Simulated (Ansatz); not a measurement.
# C2H9BS: the cost of one run

Method: RKS B3LYP-D4/6-31G*, in Ansatz 0.2.0.

## Step 1: The starting structure

Bond lengths: B1–C3 1.600 Å, C3–H4 1.110 Å, C3–H5 1.110 Å, C3–H6 1.110 Å, B1–C7 1.600 Å, C7–H8 1.110 Å, C7–H9 1.110 Å, C7–H10 1.110 Å, B1–S11 2.190 Å, S11–H12 1.400 Å, S11–H13 1.549 Å. Angles (14 of 18 angles, heavy atoms first): C3–B1–C7 120.0°, C3–B1–S11 96.8°, C7–B1–S11 101.3°, B1–C3–H4 109.5°, B1–C3–H5 109.5°, B1–C3–H6 109.5°, B1–C7–H8 109.5°, B1–C7–H9 109.5°, B1–C7–H10 109.5°, B1–S11–H12 109.5°, B1–S11–H13 57.4°, H4–C3–H5 109.4°, H4–C3–H6 109.4°, H5–C3–H6 109.4°.

As a file:

```xyz
13

B     0.0000    0.0000    0.0000
H     0.0000    0.0000    1.5400
C     1.3856    0.0000   -0.8000
H     1.7152   -1.0462   -0.9702
H     1.2491    0.5080   -1.7774
H     2.1552    0.5381   -0.2082
C    -1.3856    0.0000   -0.8000
H    -1.9458   -0.9305   -0.5708
H    -1.9898    0.8797   -0.4946
H    -1.1839    0.0508   -1.8903
S     0.0982    2.0760    0.6906
H     0.6507    2.1151    1.9763
H     0.0413    0.8741    1.6662
```

## Step 2: A restrained relaxation towards end A

Springs on the bonds that form and break draw the guess towards this end; the thresholds are loose.

File input.yaml:

```yaml
crystal:
  periodic: [false, false, false]
  atoms:
    - { symbol: B, position_ang: [0.0, 0.0, 0.0] }
    - { symbol: H, position_ang: [0.0, 0.0, 1.54] }
    - { symbol: C, position_ang: [1.3856, 0.0, -0.8] }
    - { symbol: H, position_ang: [1.7152, -1.0462, -0.9702] }
    - { symbol: H, position_ang: [1.2491, 0.508, -1.7774] }
    - { symbol: H, position_ang: [2.1552, 0.5381, -0.2082] }
    - { symbol: C, position_ang: [-1.3856, 0.0, -0.8] }
    - { symbol: H, position_ang: [-1.9458, -0.9305, -0.5708] }
    - { symbol: H, position_ang: [-1.9898, 0.8797, -0.4946] }
    - { symbol: H, position_ang: [-1.1839, 0.0508, -1.8903] }
    - { symbol: S, position_ang: [0.0982, 2.076, 0.6906] }
    - { symbol: H, position_ang: [0.6507, 2.1151, 1.9763] }
    - { symbol: H, position_ang: [0.0413, 0.8741, 1.6662] }
basis:
  gaussian: { orbitals: "6-31G*" }
hamiltonian:
  xc: b3lyp
  dispersion: d4
relax:
  f_tol: 0.15
  max_steps: 25
  restrain:
    - { distance: [0, 10], at: 3.09, k: 30.0 }
    - { distance: [12, 1], at: 1.86, k: 30.0 }
    - { distance: [0, 1], at: 1.19, k: 30.0 }
    - { distance: [12, 10], at: 1.4, k: 30.0 }
```

On the command line:

```
$ ansatz run input.yaml --threads 2 --pin off --max-ram 3072MiB --backend cpu --events-out ev --progress --plain --runs-dir out
```

What time and memory should one allow on 2 threads of Arm Neoverse V1, shared host?

About 28 s, with a peak of 0.17 GiB.
